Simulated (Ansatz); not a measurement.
# Bi4Te5: the cost of one run

Computed with Ansatz 0.2.0 (DFT PBE, scalar-relativistic, plane waves, PAW, unless a step's input says otherwise).

2 further runs of the same task are left out: 2 set aside as unsound or not needed.

## Step 1: Starting point

It takes space group R-3m (No. 166, trigonal). Conventional cell: a = 4.447 Å, b = 4.447 Å, c = 32.169 Å, α = 90.00°, β = 90.00°, γ = 120.00°. Around Bi (site symmetry 3m) lie 6 Te at 3.09 to 3.29 Å. Te (site symmetry -3m) is surrounded by 6 Bi at 3.29 Å. Te (site symmetry 3m) is surrounded by 3 Bi at 3.09 Å.

Structure file:

```cif
data_structure
_symmetry_space_group_name_H-M 'R-3m:H'
_symmetry_Int_Tables_number 166
_cell_length_a 4.4465
_cell_length_b 4.4465
_cell_length_c 32.1687
_cell_angle_alpha 90.000
_cell_angle_beta 90.000
_cell_angle_gamma 120.000
_cell_volume 550.82
loop_
_atom_site_label
_atom_site_type_symbol
_atom_site_symmetry_multiplicity
_atom_site_Wyckoff_symbol
_atom_site_fract_x
_atom_site_fract_y
_atom_site_fract_z
_atom_site_occupancy
Bi1 Bi 6 c 0.66667 0.33333 0.73054 1
Te1 Te 3 a 0.00000 0.00000 0.00000 1
Te2 Te 6 c 0.33333 0.66667 0.88270 1
```

It is the result of an earlier relaxation at this level (volume 36.72 Å³/atom; gap on the mesh: 0.55 eV).

Bulk energy on matching settings, from an earlier run: -9146.8358 eV/atom.

## Step 2: Cutting the (001) slab

Planes are indexed in the bulk's conventional cell (R-3m (No. 166)), a = 4.447 Å, b = 4.447 Å, c = 32.169 Å, α = 90.00°, β = 90.00°, γ = 120.00°.

The slab is a (001) slab, 17.3 Å thick as cut, with 15 Å of vacuum; its outer planes are Bi (top) and Bi (bottom).

The slab as cut. Layers, bottom to top:

| plane | atoms per cell | height over the lowest (Å) |
| --- | --- | --- |
| 1 | Bi | 0.00 |
| 2 | Te | 1.72 |
| 3 | Te | 4.89 |
| 4 | Bi | 6.61 |
| 5 | Te | 8.67 |
| 6 | Bi | 10.72 |
| 7 | Te | 12.44 |
| 8 | Te | 15.62 |
| 9 | Bi | 17.34 |

## Step 3: Single point on the unrelaxed (001) slab

A dipole layer in the vacuum cancels the field that periodic copies would set up if the slab's two faces differ.

input.yaml

```yaml
crystal:
  lattice:
    - [4.4465494044, 0.0, 0.0]
    - [-2.2232747022, 3.8508247434, 0.0]
    - [0.0, 0.0, 32.3362793765]
  atoms:
    - { symbol: Bi, position: [0.3333333333, 0.6666666667, 0.23193763] }
    - { symbol: Te, position: [0.6666666667, 0.3333333333, 0.2850864245] }
    - { symbol: Te, position: [0.0, 0.0, 0.3833079794] }
    - { symbol: Bi, position: [0.3333333333, 0.6666666667, 0.436456774] }
    - { symbol: Te, position: [0.6666666667, 0.3333333333, 0.5] }
    - { symbol: Bi, position: [0.0, 0.0, 0.563543226] }
    - { symbol: Te, position: [0.3333333333, 0.6666666667, 0.6166920206] }
    - { symbol: Te, position: [0.6666666667, 0.3333333333, 0.7149135755] }
    - { symbol: Bi, position: [0.0, 0.0, 0.76806237] }
basis:
  ecutwfc: 420
kpoints:
  mp_grid: { grid: [9, 9, 1] }
hamiltonian:
  xc: pbe
scf:
  occupations: { method: gaussian, width: 0.05 }
output:
  forces: true
  stress: true
  eigenvalues: true
  write_density: true
  write_potential: true
  elf: true
  volumetric_format: npy
efield:
  axis: 3
  dipole_correction: true
  ramp_width: 0.04
```

On the command line:

```sh
> ansatz run input.yaml --threads 1 --pin off --max-ram 2560MiB --backend cpu --events-out ev --progress --plain --runs-dir out
```

What time and memory should one allow on 1 thread of Intel Xeon at 2.70GHz, shared host?

About 94 s, with a peak of 0.9 GiB.
